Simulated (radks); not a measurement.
**The Coulomb parameter U of the 4d shell of Mo**

Aim: U as the second difference [E(n + 0.25) + E(n − 0.25) − 2E(n)]/0.25², with all orbitals relaxed. Bare: the atom's charge changes with n. Screened: the 5s shell takes up the change. The start is a model configuration, not necessarily the ground state.

Method: Dirac Kohn-Sham, PBE, spin-unpolarised, spherical densities, finite nucleus; open shells are shared between the two j in proportion to 2j + 1. Code: radks (a radial shooting solver on a logarithmic mesh, Libxc functionals) version 1.

## 1. What is computed

| Item | Value |
| --- | --- |
| element | molybdenum (Z = 42) |
| charge | 0 |
| electrons | 42 |
| configuration | [Kr] 4d5 5s1 |
| nuclear rms radius | 4.4091 fm |

Outer shells as boxes (Hund's rule):

Mo
```
[Kr] core
4d [↑ ][↑ ][↑ ][↑ ][↑ ]
5s [↑ ]
```

## 2. Start: [Kr] 4d5 5s1

Input:

```text
Z 42
configuration [Kr] 4d5 5s1
relativity Dirac
functional pbe,pbe
spin unpolarised
j_filling average
nucleus finite rms 4.4091 fm
c 137.035999084
```

## 3. Bare +0.25: [Kr] 4d5.25 5s1

Input: that of step 2 with these lines changed.

```diff
@@ -1,3 +1,3 @@
 Z 42
-configuration [Kr] 4d5 5s1
+configuration [Kr] 4d5.25 5s1
 relativity Dirac
```

## 4. Bare -0.25: [Kr] 4d4.75 5s1

Input: that of step 3 with these lines changed.

```diff
@@ -1,3 +1,3 @@
 Z 42
-configuration [Kr] 4d5.25 5s1
+configuration [Kr] 4d4.75 5s1
 relativity Dirac
```

## 5. Screened +0.25: [Kr] 4d5.25 5s0.75

Input: that of step 4 with these lines changed.

```diff
@@ -1,3 +1,3 @@
 Z 42
-configuration [Kr] 4d4.75 5s1
+configuration [Kr] 4d5.25 5s0.75
 relativity Dirac
```

## 6. Screened -0.25: [Kr] 4d4.75 5s1.25

Input: that of step 5 with these lines changed.

```diff
@@ -1,3 +1,3 @@
 Z 42
-configuration [Kr] 4d5.25 5s0.75
+configuration [Kr] 4d4.75 5s1.25
 relativity Dirac
```

Before running it: what results should come out?

**Answer**, as computed:

| quantity | value (eV) |
| --- | --- |
| U, bare | 7.729 |
| U, screened by 5s | 0.962 |

**Reading.** Letting 5s compensate leaves 12 % of the bare value; this second difference measures U(4d,4d) + U(5s,5s) − 2U(4d,5s). The step up makes a negative ion, whose loosely bound charge lowers the bare value. A solid screens further than the bare atom, so the bare value is an upper guide for the U of a crystal.
